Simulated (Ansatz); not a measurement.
# Ni5Ge3: structure and electronic properties

This session takes Ni5Ge3 and sets out to find the equilibrium cell, compute bands, density of states and charges and compare with the cell as listed.

Method: DFT r2SCAN, scalar-relativistic, plane waves, PAW, in Ansatz 0.2.0.

**1. The system as given**

The structure is monoclinic, space group C2/c (No. 15). Conventional cell: a = 10.717 Å, b = 6.674 Å, c = 6.307 Å, α = 90.00°, β = 120.90°, γ = 90.00°. Ni (site symmetry 1) has 5 Ge at 2.38 to 2.70 Å and 6 Ni at 2.50 to 2.65 Å in its first shell of neighbours. Ni (site symmetry -1) is surrounded by 6 Ge at 2.45 to 2.76 Å and 6 Ni at 2.50 to 2.55 Å. Ni (site symmetry 1) has 5 Ge at 2.33 to 2.56 Å and 6 Ni at 2.54 to 2.65 Å in its first shell of neighbours. Ge (site symmetry 2) has 8 Ni at 2.35 to 2.56 Å in its first shell of neighbours. Around Ge (site symmetry 1) lie 7 Ni at 2.33 to 2.53 Å.

Structure file:

```
Ni Ge
1.0
     5.35848   -3.33698    0.00000
     5.35848    3.33698    0.00000
    -3.23924    0.00000    5.41189
Ni Ge
10 6
Direct
  0.32829 0.81771 0.14575
  0.18229 0.67171 0.35425
  0.67171 0.18229 0.85425
  0.81771 0.32829 0.64575
  0.00000 0.50000 0.50000
  0.50000 0.00000 0.00000
  0.26072 0.08735 0.58547
  0.91265 0.73928 0.91453
  0.73928 0.91265 0.41453
  0.08735 0.26072 0.08547
  0.10305 0.89695 0.75000
  0.89695 0.10305 0.25000
  0.41525 0.28354 0.45086
  0.71646 0.58475 0.04914
  0.58475 0.71646 0.54914
  0.28354 0.41525 0.95086
```

Source of the structure: the Materials Project (structure only).

(A quick probe on a coarse mesh, which set the mesh and smearing, is not shown.)

**3. The relaxation**

input.yaml

```yaml
crystal:
  lattice:
    - [5.3584823027, -3.33698294, 0.0]
    - [5.3584823027, 3.33698294, 0.0]
    - [-3.2392424629, 0.0, 5.4118919078]
  atoms:
    - { symbol: Ni, position: [0.32828575, 0.81771346, 0.14574645] }
    - { symbol: Ni, position: [0.18228654, 0.67171425, 0.35425355] }
    - { symbol: Ni, position: [0.67171425, 0.18228654, 0.85425355] }
    - { symbol: Ni, position: [0.81771346, 0.32828575, 0.64574645] }
    - { symbol: Ni, position: [0.0, 0.5, 0.5] }
    - { symbol: Ni, position: [0.5, 0.0, 0.0] }
    - { symbol: Ni, position: [0.26072137, 0.08735445, 0.58547177] }
    - { symbol: Ni, position: [0.91264555, 0.73927863, 0.91452823] }
    - { symbol: Ni, position: [0.73927863, 0.91264555, 0.41452823] }
    - { symbol: Ni, position: [0.08735445, 0.26072137, 0.08547177] }
    - { symbol: Ge, position: [0.10305281, 0.89694719, 0.75] }
    - { symbol: Ge, position: [0.89694719, 0.10305281, 0.25] }
    - { symbol: Ge, position: [0.41524617, 0.28353932, 0.45086446] }
    - { symbol: Ge, position: [0.71646068, 0.58475383, 0.04913554] }
    - { symbol: Ge, position: [0.58475383, 0.71646068, 0.54913554] }
    - { symbol: Ge, position: [0.28353932, 0.41524617, 0.95086446] }
basis:
  ecutwfc: 500
kpoints:
  mp_grid: { grid: [8, 8, 8] }
hamiltonian:
  xc: r2scan
scf:
  occupations: { method: gaussian, width: 0.1 }
output:
  forces: true
  stress: true
  eigenvalues: true
relax:
  adjacent_minimum: "off"
  f_tol: 0.005
  max_steps: 80
  cell: { stress_tol: 0.05 }
```

Launch:

```
> ansatz run input.yaml --threads 4 --pin off --max-ram 10240MiB --backend cpu --events-out ev --progress --plain --runs-dir out
```

The session goes on with these runs: electronic structure at the relaxed geometry; the cell as listed, for comparison.

Q: Predict the outcome of this session. Wanted: relaxed cell; volume; formation energy; listed cell.

As calculated:

| quantity | value |
| --- | --- |
| relaxed cell (conventional) | a = 10.726 Å, b = 6.673 Å, c = 6.310 Å, α = 90.00°, β = 120.94°, γ = 90.00° |
| space group (0.01 Å) | C2/c (No. 15) |
| volume | 12.11 Å³/atom |
| formation energy (elements from runs with the same settings, not shown) | -0.27 eV/atom |
| listed cell | 0.0 meV/atom above the relaxed cell, 0.1 GPa, gap none (metal) |

What this shows: The volume hardly moved (+0.1 %). The listed cell costs 0.0 meV/atom and carries a pressure of 0.1 GPa at this level. A spin-polarised run here lost its starting moments, which speaks against magnetism, though one start doesn't rule it out.
